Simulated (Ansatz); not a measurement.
# SiH4O3 (SMILES O[SiH](O)O) at 3 levels

We compute a comparison of 3 runs (B3LYP/6-311+G**, PBE/6-311+G**, wB97X/6-311+G**) of SiH4O3. 

Program for the calculation: Ansatz 0.2.0.

30 further runs of the same task are left out: 30 set aside as unsound or not needed. Runs told in other sessions of the task aren't counted.

## 1. The structure to begin with

SiH4O3: 8 atoms, total charge 0, spin state singlet. SMILES: `O[SiH](O)O`. One bond was lengthened or shortened from a relaxed shape.

Bond lengths: O1–Si2 1.630 Å, Si2–O3 1.641 Å, Si2–O4 1.633 Å, O1–H5 0.959 Å, Si2–H6 1.476 Å, O3–H7 1.102 Å, O4–H8 0.958 Å. Angles: O1–Si2–O3 114.4°, O1–Si2–O4 109.0°, O3–Si2–O4 105.0°, O1–Si2–H6 104.5°, O3–Si2–H6 110.6°, O4–Si2–H6 113.5°, Si2–O1–H5 117.6°, Si2–O3–H7 117.9°, Si2–O4–H8 116.6°.

## 2. A single-point energy at B3LYP/6-311+G(d,p) (run 1)

Input file in.yaml:

```yaml
crystal:
  periodic: [false, false, false]
  atoms:
    - {symbol: O, position_ang: [-0.050942, 1.587884, -0.313547]}
    - {symbol: Si, position_ang: [-0.280442, 0.051684, 0.180653]}
    - {symbol: O, position_ang: [1.060458, -0.892016, 0.107953]}
    - {symbol: O, position_ang: [-1.359642, -0.670616, -0.809847]}
    - {symbol: H, position_ang: [0.067958, 1.738884, -1.253047]}
    - {symbol: H, position_ang: [-0.751642, 0.178484, 1.573453]}
    - {symbol: H, position_ang: [1.894900, -0.655000, 0.786800]}
    - {symbol: H, position_ang: [-1.250542, -1.612616, -0.948247]}
basis:
  gaussian: {orbitals: 6-311+G_st__st_-spherical.json}
output: {orbitals: {seedname: orbitals}}
accuracy: high
hamiltonian: {xc: {name: B3LYP}}
```

The basis set 6-311+G** is read from a file made from the Basis Set Exchange's data (not shown).

The run is started by

```sh
$ ansatz run in.yaml --threads 1 --pin off --max-ram 3480MiB --events-out events.jsonl --progress --plain --runs-dir runs
```

The program printed:

```text
Warning: RAYON_NUM_THREADS=1 ignored (pool sized by the plan → 1); use --threads N
Functional definition: B3LYP
  name "B3LYP"
  parameter a0 = 0.2
  parameter ax = 0.72
  parameter ac = 0.81
  exchange = (1 - a0 - ax)*slater_x + ax*b88_x + a0*exact_x
  correlation = (1 - ac)*vwn_rpa_c + ac*lyp_c
2265 factors; integrals over basis functions are off by at most 7.8e-9 eV
mean field evaluation 1: about -14076.3072 eV, gradient 9.5e1 eV
mean field evaluation 2: about -14044.8026 eV, gradient 1.6e2 eV
mean field evaluation 4: about -14090.0879 eV, gradient 6.3e0 eV
mean field evaluation 8: about -14090.2674 eV, gradient 2.9e-1 eV
mean field evaluation 16: about -14090.2675 eV, gradient 3.3e-5 eV
mean field -14090.26753082 eV, -517.8077810312 hartree, gradient 5.3e-8 eV, S^2 0.000000; 0 other end points of the search recorded, 0 dependent functions left out
reference -14090.26757476 eV, -517.8077826461 hartree; 21, 21 occupied and 99, 99 virtual orbitals, 2265 factors
Total energy: -14090.26757476 eV, -517.8077826461 hartree
```

Wall time 11 s (1 thread of Arm Neoverse V2, shared host); peak memory 0.41 GiB.

## 3. The energy at PBE/6-311+G(d,p) (run 2)

Changes to in.yaml since step 2:

```diff
@@ -13,4 +13,4 @@
   gaussian: {orbitals: 6-311+G_st__st_-spherical.json}
+hamiltonian: {xc: pbe}
+accuracy: high
 output: {orbitals: {seedname: orbitals}}
-accuracy: high
-hamiltonian: {xc: {name: B3LYP}}
```

The basis set 6-311+G** is read from a file made from the Basis Set Exchange's data (not shown).

The run is started by

```sh
$ ansatz run in.yaml --threads 1 --pin off --max-ram 3480MiB --events-out events.jsonl --progress --plain --runs-dir runs
```

The program printed:

```text
Warning: RAYON_NUM_THREADS=1 ignored (pool sized by the plan → 1); use --threads N
Functional definition: PBE
  name "PBE"
  parameter kappa = 0.804
  parameter beta = 0.06672455060314922
  exchange = pbe_x(kappa = kappa, mu = beta*pi^2/3)
  correlation = pbe_c(beta = beta)
2265 factors; integrals over basis functions are off by at most 7.8e-9 eV
mean field evaluation 1: about -14062.2837 eV, gradient 1.0e2 eV
mean field evaluation 2: about -13984.2804 eV, gradient 2.2e2 eV
mean field evaluation 4: about -14078.8214 eV, gradient 8.8e0 eV
mean field evaluation 8: about -14078.9668 eV, gradient 5.7e-1 eV
mean field evaluation 16: about -14078.9673 eV, gradient 1.2e-5 eV
mean field -14078.96726453 eV, -517.3925039048 hartree, gradient 5.8e-8 eV, S^2 0.000000; 0 other end points of the search recorded, 0 dependent functions left out
reference -14078.96727017 eV, -517.3925041119 hartree; 21, 21 occupied and 99, 99 virtual orbitals, 2265 factors
Total energy: -14078.96727017 eV, -517.3925041119 hartree
```

Run time: 9.3 s. Hardware: 1 thread of Arm Neoverse V2, shared host; peak memory 0.33 GiB.

## 4. The energy at wB97X/6-311+G(d,p) (run 3)

Input file run.yaml:

```yaml
crystal:
  periodic: [false, false, false]
  atoms:
    - {symbol: O, position_ang: [-0.050942, 1.587884, -0.313547]}
    - {symbol: Si, position_ang: [-0.280442, 0.051684, 0.180653]}
    - {symbol: O, position_ang: [1.060458, -0.892016, 0.107953]}
    - {symbol: O, position_ang: [-1.359642, -0.670616, -0.809847]}
    - {symbol: H, position_ang: [0.067958, 1.738884, -1.253047]}
    - {symbol: H, position_ang: [-0.751642, 0.178484, 1.573453]}
    - {symbol: H, position_ang: [1.894900, -0.655000, 0.786800]}
    - {symbol: H, position_ang: [-1.250542, -1.612616, -0.948247]}
basis:
  gaussian: {orbitals: 6-311+G_st__st_-spherical.json}
output: {orbitals: {seedname: orbitals}}
hamiltonian: {xc: {name: wB97X}}
accuracy: high
```

The basis set 6-311+G** is read from a file made from the Basis Set Exchange's data (not shown).

The run is started by

```sh
$ ansatz run run.yaml --threads 1 --pin off --max-ram 3480MiB --events-out events.jsonl --progress --plain --runs-dir runs
```

The program printed, cut to the lines that bear on the results:

```text
Warning: RAYON_NUM_THREADS=1 ignored (pool sized by the plan → 1); use --threads N
Functional definition: wB97X
  name "wB97X"
[...]
      + exact_x_lr(omega)
[...]
      + integral(e_c_pw_opposite_spin*poly(b97_u_opposite, 1, cos1, cos2, cos3, cos4))
2265 factors; integrals over basis functions are off by at most 7.8e-9 eV
417 factors; integrals over basis functions are off by at most 2.4e-9 eV
[...]
mean field -14087.88205622 eV, -517.7201164565 hartree, gradient 3.0e-8 eV, S^2 0.000000; 0 other end points of the search recorded, 0 dependent functions left out
reference -14087.88205128 eV, -517.7201162751 hartree; 21, 21 occupied and 99, 99 virtual orbitals, 2265 factors
Total energy: -14087.88205128 eV, -517.7201162751 hartree
```

Wall time 36 s (1 thread of Arm Neoverse V2, shared host); peak memory 0.65 GiB.

## 5. All runs side by side

```csv
run,level,energy (Eh),HOMO energy (eV),LUMO energy (eV),HOMO–LUMO gap (eV),wall time
1,B3LYP/6-311+G**,-517.807783,-8.90,-0.78,8.12,11 s
2,PBE/6-311+G**,-517.392504,-7.51,-1.25,6.26,9.3 s
3,wB97X/6-311+G**,-517.720116,-11.64,1.40,13.04,36 s
```

## 6. Outcome

```
            quantity          value
 run 3: total energy  -517.72012 Eh
  run 3: HOMO energy      -11.64 eV
  run 3: LUMO energy        1.40 eV
run 3: HOMO–LUMO gap       13.04 eV
```

**Reading.** The HOMO–LUMO gap runs from 6.26 eV (PBE/6-311+G**) to 13.04 eV (wB97X/6-311+G**). Totals of different functionals can't be ranked against each other. All runs together took 56 s, the longest 36 s.
